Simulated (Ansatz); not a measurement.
# LaTe: the cost of one run

Method: DFT LDA, scalar-relativistic, in Ansatz 0.2.0.

### 1 The system as given

Symmetry: Fm-3m, No. 225, cubic system. The conventional cell has a = 6.422 Å, b = 6.422 Å, c = 6.422 Å, α = 90.00°, β = 90.00°, γ = 90.00°. Around La (site symmetry m-3m) lie 6 Te at 3.21 Å. Te (site symmetry m-3m) has 6 La at 3.21 Å as nearest neighbours.

Structure file:

```cif
data_structure
_symmetry_space_group_name_H-M 'P 1'
_symmetry_Int_Tables_number 1
_cell_length_a 4.5410
_cell_length_b 4.5410
_cell_length_c 4.5410
_cell_angle_alpha 60.000
_cell_angle_beta 60.000
_cell_angle_gamma 60.000
_cell_volume 66.21
loop_
_atom_site_label
_atom_site_type_symbol
_atom_site_fract_x
_atom_site_fract_y
_atom_site_fract_z
_atom_site_occupancy
La1 La 0.00000 0.00000 0.00000 1
Te1 Te 0.50000 0.50000 0.50000 1
```

Structure: COD 1537884, as refined from experiment and not relaxed.

Atoms are numbered in the order of the input: La1, Te2.

### 2 Volume × 0.94, LAPW

The input, input.yaml:

```yaml
crystal:
  lattice:
    - [0.0, 3.1454509951, 3.1454509951]
    - [3.1454509951, 0.0, 3.1454509951]
    - [3.1454509951, 3.1454509951, 0.0]
  atoms:
    - { symbol: La, position: [0.0, 0.0, 0.0] }
    - { symbol: Te, position: [0.5, 0.5, 0.5] }
kpoints:
  mp_grid: { grid: [10, 10, 10] }
  band_path:
    path:
      - [0.0, 0.0, 0.0]
      - [0.5, 0.0, 0.5]
      - [0.625, 0.25, 0.625]
      - [0.375, 0.375, 0.75]
      - [0.0, 0.0, 0.0]
      - [0.5, 0.5, 0.5]
      - [0.5, 0.25, 0.75]
      - [0.5, 0.0, 0.5]
    npoints: 5
scf:
  occupations: { method: fermi_dirac, width: 0.08 }
hamiltonian:
  xc: lda
  pseudopotentials: { kind: all_electron, lapw: { basis_error: 0.001 } }
output:
  forces: true
  stress: true
  eigenvalues: true
```

Run with:

```
$ ansatz run input.yaml --threads 1 --pin off --max-ram 3072MiB --backend cpu --events-out ev --progress --plain --runs-dir out
```

**Question.** How long does this run take on 1 thread of Arm Neoverse V1, shared host, and how much memory does it need?

About 21 s, with a peak of 0.35 GiB.
